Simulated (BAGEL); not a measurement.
**C2H3AlFN (SMILES [CH3][Al]([F])[C]#N) at PBE0/cc-pVDZ (density fitting with qzvpp-jkfit)**

Aim: the energy change on altering one bond length of C2H3AlFN at PBE0/cc-pVDZ (density fitting with qzvpp-jkfit), from 2 runs. 

The results are computed with BAGEL 1.2.2.

6 further runs of the same task are left out: 5 that didn't finish, 1 set aside as unsound or not needed.

**1. Starting point**

C2H3AlFN has 8 atoms, charge 0, and is taken as a singlet. As SMILES, `[CH3][Al]([F])[C]#N`. The shape is that of a PBE0-D4/def2-TZVP optimisation.

Bond lengths: C1–Al2 1.922 Å, Al2–F3 1.642 Å, Al2–C4 1.932 Å, C4–N5 1.154 Å, C1–H6 1.094 Å, C1–H7 1.094 Å, C1–H8 1.092 Å. Angles: C1–Al2–F3 122.9°, C1–Al2–C4 123.0°, F3–Al2–C4 114.1°, Al2–C4–N5 177.1°, Al2–C1–H6 110.8°, Al2–C1–H7 110.8°, Al2–C1–H8 111.7°, H6–C1–H7 106.8°, H6–C1–H8 108.2°, H7–C1–H8 108.2°.

**2. The energy at PBE0/cc-pVDZ (density fitting with qzvpp-jkfit)**

The input, dft.json:

```json
{ "bagel" : [

{
  "title" : "molecule",
  "basis" : "cc-pvdz.json",
  "df_basis" : "qzvpp-jkfit",
  "angstrom" : true,
  "geometry" : [
    { "atom" : "C", "xyz" : [   -0.796200,   -0.780200,    0.685800 ] },
    { "atom" : "Al", "xyz" : [    0.733700,    0.022200,   -0.157100 ] },
    { "atom" : "F", "xyz" : [    2.249400,   -0.595500,   -0.030200 ] },
    { "atom" : "C", "xyz" : [    0.623900,    1.626000,   -1.228300 ] },
    { "atom" : "N", "xyz" : [    0.500000,    2.584900,   -1.857400 ] },
    { "atom" : "H", "xyz" : [   -0.942000,   -1.805200,    0.332600 ] },
    { "atom" : "H", "xyz" : [   -0.659200,   -0.835500,    1.769600 ] },
    { "atom" : "H", "xyz" : [   -1.709600,   -0.216500,    0.485000 ] }
  ]
},
{
  "title" : "ks",
  "xc_func" : "pbe0"
},
{
  "title" : "print",
  "file" : "orbitals.molden",
  "orbitals" : true
}

]}
```

The basis set cc-pVDZ is read from a file made from the Basis Set Exchange's data (not shown).

Run with:

```
$ BAGEL_NUM_THREADS=1 BAGEL dft.json > dft.out
```

Standard output:

```text
* using 1 threads per process

  ===============================================================
  ===============================================================

  *** Geometry ***

  { "atom" : "C", "xyz" : [     -1.504600,     -1.474364,      1.295974 ] },
  { "atom" : "Al", "xyz" : [      1.386492,      0.041952,     -0.296876 ] },
  { "atom" : "F", "xyz" : [      4.250750,     -1.125332,     -0.057070 ] },
  { "atom" : "C", "xyz" : [      1.179000,      3.072695,     -2.321151 ] },
  { "atom" : "N", "xyz" : [      0.944863,      4.884753,     -3.509977 ] },
  { "atom" : "H", "xyz" : [     -1.780122,     -3.411334,      0.628523 ] },
  { "atom" : "H", "xyz" : [     -1.245707,     -1.578866,      3.344059 ] },
  { "atom" : "H", "xyz" : [     -3.230676,     -0.409126,      0.916517 ] },

  Number of auxiliary basis functions:      486

  Since a DF basis is specified, we compute 2- and 3-index integrals:
    o Being stored without compression. Storage requirement is 0.031 GB

  Number of basis functions:       89
  Number of electrons      :       44

    * METHOD: MOLECULE                             0.23

  *** Kohn-Sham DFT ***

    * Removing 14143 points whose weight is below 1.00e-10
    * Grid points: 105105

  === Nuclear Repulsion ===
   179.4633632610

       - DIIS with orbital gradients will be used.

  === KS iteration (pbe0 / cc-pvdz.json) ===
      0       -444.04326925          0.09393259           0.39
      1       -412.68002919          0.14903799           0.38
      2       -424.50524936          0.12189745           0.38
      3       -450.87975136          0.12520580           0.38
      4       -461.91847331          0.10195390           0.38
      5       -467.66152982          0.07657051           0.38
      6       -474.62230058          0.01365245           0.38
      7       -474.68263066          0.00948030           0.38
      8       -474.74330727          0.00360507           0.38
      9       -474.75298901          0.00137640           0.37
     10       -474.75381291          0.00092193           0.38
     11       -474.75421207          0.00027782           0.38
     12       -474.75426011          0.00006092           0.38
     13       -474.75426297          0.00000565           0.38
     14       -474.75426299          0.00000207           0.38
     15       -474.75426299          0.00000032           0.38
     16       -474.75426299          0.00000025           0.38
     17       -474.75426299          0.00000029           0.38
     18       -474.75426299          0.00000003           0.38
     19       -474.75426299          0.00000001           0.38
     20       -474.75426299          0.00000000           0.38
    * SCF iteration converged.

    * Permanent dipole moment:
           (    0.720349,     0.978753,    -0.806181) a.u.

    * METHOD: KS                                   8.49

    * METHOD: PRINT                                0.01

  ===============================================================
```

Wall time 9 s (1 thread of Arm Neoverse V2, shared host); peak memory 0.44 GiB.

**3. The distorted shape, same level**

The input, job.json:

```json
{ "bagel" : [

{
  "title" : "molecule",
  "basis" : "cc-pvdz.json",
  "df_basis" : "qzvpp-jkfit",
  "angstrom" : "true",
  "geometry" : [
    { "atom" : "C", "xyz" : [   -0.779731,   -1.020749,    0.846466 ] },
    { "atom" : "Al", "xyz" : [    0.750169,   -0.218349,    0.003566 ] },
    { "atom" : "F", "xyz" : [    2.265869,   -0.836049,    0.130466 ] },
    { "atom" : "C", "xyz" : [    0.623900,    1.626000,   -1.228300 ] },
    { "atom" : "N", "xyz" : [    0.500000,    2.584900,   -1.857400 ] },
    { "atom" : "H", "xyz" : [   -0.925531,   -2.045749,    0.493266 ] },
    { "atom" : "H", "xyz" : [   -0.642731,   -1.076049,    1.930266 ] },
    { "atom" : "H", "xyz" : [   -1.693131,   -0.457049,    0.645666 ] }
  ]
},
{
  "title" : "ks",
  "xc_func" : "pbe0",
  "charge" : 0
},
{
  "title" : "print",
  "file" : "orbitals.molden",
  "orbitals" : "true"
}

]}
```

The basis set cc-pVDZ is read from a file made from the Basis Set Exchange's data (not shown).

Run with:

```
$ BAGEL_NUM_THREADS=1 BAGEL job.json > job.out
```

Standard output:

```text
* using 1 threads per process

  ===============================================================
  ===============================================================

  *** Geometry ***

  { "atom" : "C", "xyz" : [     -1.473478,     -1.928936,      1.599589 ] },
  { "atom" : "Al", "xyz" : [      1.417614,     -0.412620,      0.006739 ] },
  { "atom" : "F", "xyz" : [      4.281872,     -1.579904,      0.246545 ] },
  { "atom" : "C", "xyz" : [      1.179000,      3.072695,     -2.321151 ] },
  { "atom" : "N", "xyz" : [      0.944863,      4.884753,     -3.509977 ] },
  { "atom" : "H", "xyz" : [     -1.749000,     -3.865905,      0.932138 ] },
  { "atom" : "H", "xyz" : [     -1.214586,     -2.033438,      3.647674 ] },
  { "atom" : "H", "xyz" : [     -3.199554,     -0.863697,      1.220132 ] },

  Number of auxiliary basis functions:      486

  Since a DF basis is specified, we compute 2- and 3-index integrals:
    o Being stored without compression. Storage requirement is 0.031 GB

  Number of basis functions:       89
  Number of electrons      :       44

    * METHOD: MOLECULE                             0.23

  *** Kohn-Sham DFT ***

    * Removing 13819 points whose weight is below 1.00e-10
    * Grid points: 105429

  === Nuclear Repulsion ===
   173.1291897298

       - DIIS with orbital gradients will be used.

  === KS iteration (pbe0 / cc-pvdz.json) ===
      0       -447.47431818          0.10175212           0.39
      1       -386.00926123          0.17558820           0.38
      2       -383.22230947          0.19930000           0.38
      3       -435.68366510          0.13121477           0.38
      4       -441.08234577          0.08464843           0.38
      5       -435.85406634          0.14579485           0.38
      6       -465.37571352          0.07021155           0.38
      7       -443.94285165          0.08325843           0.38
      8       -474.05524812          0.02852119           0.38
      9       -474.04806150          0.03123104           0.38
     10       -474.52673247          0.01591268           0.38
     11       -474.61081084          0.01146429           0.38
     12       -474.66741950          0.00851223           0.38
     13       -474.73627954          0.00194186           0.38
     14       -474.73879996          0.00051782           0.38
     15       -474.73897956          0.00021066           0.38
     16       -474.73900404          0.00003045           0.38
     17       -474.73900449          0.00001588           0.38
     18       -474.73900463          0.00000745           0.39
     19       -474.73900466          0.00000190           0.39
     20       -474.73900466          0.00000037           0.39
     21       -474.73900466          0.00000026           0.39
     22       -474.73900466          0.00000006           0.39
     23       -474.73900466          0.00000001           0.39
     24       -474.73900466          0.00000001           0.39
    * SCF iteration converged.

    * Permanent dipole moment:
           (    0.744855,     1.397806,    -1.096382) a.u.

    * METHOD: KS                                  10.17

    * METHOD: PRINT                                0.01

  ===============================================================
```

Wall time 11 s (1 thread of Arm Neoverse V2, shared host); peak memory 0.44 GiB.

**4. What came out**

Level: PBE0/cc-pVDZ (density fitting with qzvpp-jkfit).

```
                                                          quantity          value
                                         first shape: total energy  -474.75426 Eh
                                        first shape: dipole moment         3.71 D
                                          first shape: HOMO energy       -9.35 eV
                                          first shape: LUMO energy       -1.75 eV
                                        first shape: HOMO–LUMO gap        7.60 eV
                                     distorted shape: total energy  -474.73900 Eh
                                    distorted shape: dipole moment         4.90 D
                                      distorted shape: HOMO energy       -9.25 eV
                                      distorted shape: LUMO energy       -1.71 eV
                                    distorted shape: HOMO–LUMO gap        7.54 eV
energy change with the Al2–C4 bond stretched from 1.932 to 2.221 Å       0.415 eV
```

**Reading.** With the Al2–C4 bond stretched from 1.932 to 2.221 Å the energy rises by 0.42 eV (40.1 kJ/mol). The first shape isn't relaxed at this level, so the change isn't measured from a minimum.
